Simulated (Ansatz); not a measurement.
# C2H8O2Si2: up Jacob's ladder to CCSD(T)

An exercise on one series of results from a longer session: the logs are not shown, and one member is left open.

The runs use Ansatz 0.2.0, Gaussian basis; functionals in def2-TZVPP, the program's frozen cores in correlated methods.

Levels to be run: PBE-D4, r2SCAN-D4, PBE0-D4, B3LYP-D4, ωB97X-V, ωB97M-V, B2PLYP; CCSD(T)/def2-TZVPP; MP2/def2-QZVPP; extrapolation to the limit.

### The relaxed structure

An earlier PBE0-D4 in a triple-zeta def2 set relaxation fixed the geometry.

SMILES `O[SiH](O)/C=C/[SiH3]`, 14 atoms, charge 0, spin multiplicity 1.

Atoms are counted from 1 here; the program's logs count them from 0.

Bond lengths: O1–Si2 1.639 Å, O1–H7 0.958 Å, Si2–O3 1.645 Å, Si2–C4 1.850 Å, Si2–H8 1.492 Å, O3–H9 0.957 Å, C4–C5 1.338 Å, C4–H10 1.091 Å, C5–Si6 1.863 Å, C5–H11 1.091 Å, Si6–H12 1.489 Å, Si6–H13 1.487 Å, Si6–H14 1.488 Å. Angles: Si2–O1–H7 118.4°, O1–Si2–O3 112.6°, O1–Si2–C4 105.6°, O1–Si2–H8 109.7°, O3–Si2–C4 108.5°, O3–Si2–H8 107.4°, C4–Si2–H8 113.0°, Si2–O3–H9 117.2°, Si2–C4–C5 122.5°, Si2–C4–H10 118.6°, C5–C4–H10 118.8°, C4–C5–Si6 123.7°, C4–C5–H11 117.8°, Si6–C5–H11 118.5°, C5–Si6–H12 110.6°, C5–Si6–H13 109.1°, C5–Si6–H14 110.7°, H12–Si6–H13 109.4° and more.

Set-up of the first run:

The input, in.yaml:

```yaml
crystal:
  periodic: [false, false, false]
  atoms:
    - {symbol: O, position_ang: [0.629845, -0.000349, -2.826888]}
    - {symbol: Si, position_ang: [0.541583, -0.902372, -1.460797]}
    - {symbol: O, position_ang: [2.015437, -1.161381, -0.777214]}
    - {symbol: C, position_ang: [-0.488900, 0.081112, -0.281052]}
    - {symbol: C, position_ang: [-0.119415, 0.302539, 0.985193]}
    - {symbol: Si, position_ang: [-1.130453, 1.289175, 2.199949]}
    - {symbol: H, position_ang: [1.079505, -0.369588, -3.587667]}
    - {symbol: H, position_ang: [-0.045087, -2.237500, -1.775582]}
    - {symbol: H, position_ang: [2.339622, -2.061687, -0.765996]}
    - {symbol: H, position_ang: [-1.434911, 0.494191, -0.632985]}
    - {symbol: H, position_ang: [0.834379, -0.110733, 1.316168]}
    - {symbol: H, position_ang: [-1.481611, 0.459396, 3.385294]}
    - {symbol: H, position_ang: [-2.376909, 1.749935, 1.533665]}
    - {symbol: H, position_ang: [-0.363086, 2.467264, 2.687921]}
basis:
  gaussian: {orbitals: def2-TZVPP}
hamiltonian: {xc: pbe, dispersion: d4}
output: {forces: true, orbitals: {seedname: orbitals}}
```

Run with:

```console
$ ansatz run in.yaml --threads 2 --pin off --events-out ev --progress --plain --max-ram 32768MiB --backend cuda --devices 0, --max-vram 18GiB
```

Steps of the session up to this table: PBE-D4 (GGA); r2SCAN-D4 (meta-GGA); PBE0-D4 (hybrid); B3LYP-D4 (hybrid); ωB97X-V (range-separated); ωB97M-V (range-separated); B2PLYP (double hybrid); CCSD(T) in def2-TZVPP; MP2 in def2-QZVPP.

One of the session's tables, all rows but one given; the rest of the session is left out.

| method | atomisation energy (kcal/mol) |
| --- | --- |
| PBE-D4 | 1277.9 |
| r2SCAN-D4 | 1267.5 |
| PBE0-D4 | 1258.1 |
| B3LYP-D4 | 1263.8 |
| ωB97X-V | 1269.7 |
| ωB97M-V | 1269.9 |
| B2PLYP | 1252.3 |
| HF/def2-TZVPP | 930.7 |
| MP2/def2-TZVPP | 1255.9 |
| CCSD/def2-TZVPP | 1218.1 |
| CCSD(T)/def2-TZVPP | 1235.7 |
| MP2/CBS | ? |
| CCSD(T)/CBS | 1270.8 |

**Question.** Estimate the row for MP2/CBS.

**Answer.** atomisation energy (kcal/mol): 1290.9. In the column «atomisation energy (kcal/mol)» it is the highest.

Caveats from the session: Free atoms (2 O, 2 Si, 2 C, 8 H) were run apart at each level; the atomisation energy is their sum less the molecule, without zero-point or spin-orbit terms.
